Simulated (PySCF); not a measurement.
# C5H2F2: the cost of one run

Computed with PySCF 2.14.0 and routines of our own; the level stands in each step. Atoms count from 0.

## Step 1: The system as given

9 atoms, charge 0, multiplicity 1; geometry from: GFN2-xTB.

## Step 2: Relaxing the molecule at PBE0-D3(BJ)/def2-TZVP

What the job is given:

```
{"job": {"xc": "PBE0", "basis": "def2-TZVP", "d3": "d3bj", "grid": 2, "kind": "geom"}, "charge": 0, "multiplicity": 1}
C      2.355155     0.948440     0.639221
C      1.475531     0.252824     0.211296
C      0.480954    -0.599841    -0.323078
F      0.946402    -1.707754    -0.944016
C     -0.804049    -0.376186    -0.217797
C     -2.075232    -0.151902    -0.110007
F     -2.772574     0.557261    -1.012543
H      3.107277     1.571381     1.023430
H     -2.699903    -0.488228     0.708315
```

Run with:

```sh
> OMP_NUM_THREADS=1 python excited_run.py task.json out
```

One launch serves the whole session: the jobs run in the order shown.

**Question.** How long does this first job take on 1 thread of AMD EPYC 9R45, shared host, and how much memory does it need?

About 73 s, with a peak of 0.9 GiB.
